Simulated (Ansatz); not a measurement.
Runs of Ansatz 0.2.0 on NaLaMnMoO6. The typed cell holds 10 atoms: a = 5.109 Å, b = 5.694 Å, c = 5.920 Å, α = 117.98°, β = 98.89°, γ = 92.48°. The cell was built by a generator and needn't be a form met in nature.

```tsv
task	level	cell	k mesh	cutoff (eV)	smearing	points for each segment of the path	mesh quality	gap on the mesh (eV)	pressure (GPa)	moment (μB)	relaxed volume (Å³/atom)	largest force (eV/Å)
relaxation of cell and atoms	r2SCAN+D4	relaxed	4 × 4 × 4	500	fermi-dirac 0.05 eV	-	not flagged	(a)	0.0	3.00	14.19	0.01
single point	r2SCAN0	as given	3 × 3 × 3	500	fermi-dirac 0.05 eV	-	coarse	3.55	-	3.00	-	1.43
phonons	PBE	as given	4 × 4 × 4	420	gaussian 0.01 eV	-	not flagged	0.85	-	3.00	-	-
band structure	r2SCAN	as given	6 × 6 × 5	500	fermi-dirac 0.05 eV	10	not flagged	1.13	-2.1	3.00	-	0.43
relaxation of cell and atoms	PBEsol+D3(BJ)	relaxed	4 × 4 × 4	420	fermi-dirac 0.05 eV	-	not flagged	1.05	0.0	3.00	13.42	0.01
single point	B3LYP	as given	3 × 3 × 3	420	fermi-dirac 0.05 eV	-	coarse	2.77	-	3.00	-	(b)
single point	HSE06	as given	3 × 3 × 3	420	fermi-dirac 0.05 eV	-	coarse	2.46	-	3.00	-	1.18
band structure	BLYP	as given	6 × 6 × 5	420	fermi-dirac 0.05 eV	10	not flagged	0.90	4.0	3.00	-	0.41
```

Alike in all rows: potentials or basis Ansatz PAW; spin collinear, ferromagnetic start.

Q: Fill in the values left out.

A: (a) 1.20; (b) 0.82.

Caveats: some runs use coarse meshes; spin-orbit coupling is left out, which moves the levels of the heavy elements; a cell with one magnetic atom can't hold antiferromagnetic order, which such compounds often take; the PAW data sets come from PBE, with cores solved anew for the run's functional, which leaves a small shift of forces and pressure (some runs); the magnetic or orbital state may not be the lowest (some runs); odd divisions of the mesh miss points on the zone boundary, where band edges often lie, so the gap on the mesh can be too wide (some runs); the plane-wave basis is chosen anew once the cell has moved, so the energies of steps on either side of that aren't comparable (some runs); forces of over 1 eV/Å show positions far from the minimum, so gaps and moduli don't describe the material at rest (some runs).

A k mesh can miss the band edges, and the runs leave out spin-orbit coupling on La, Mo.

Not every run made on this cell is shown here.
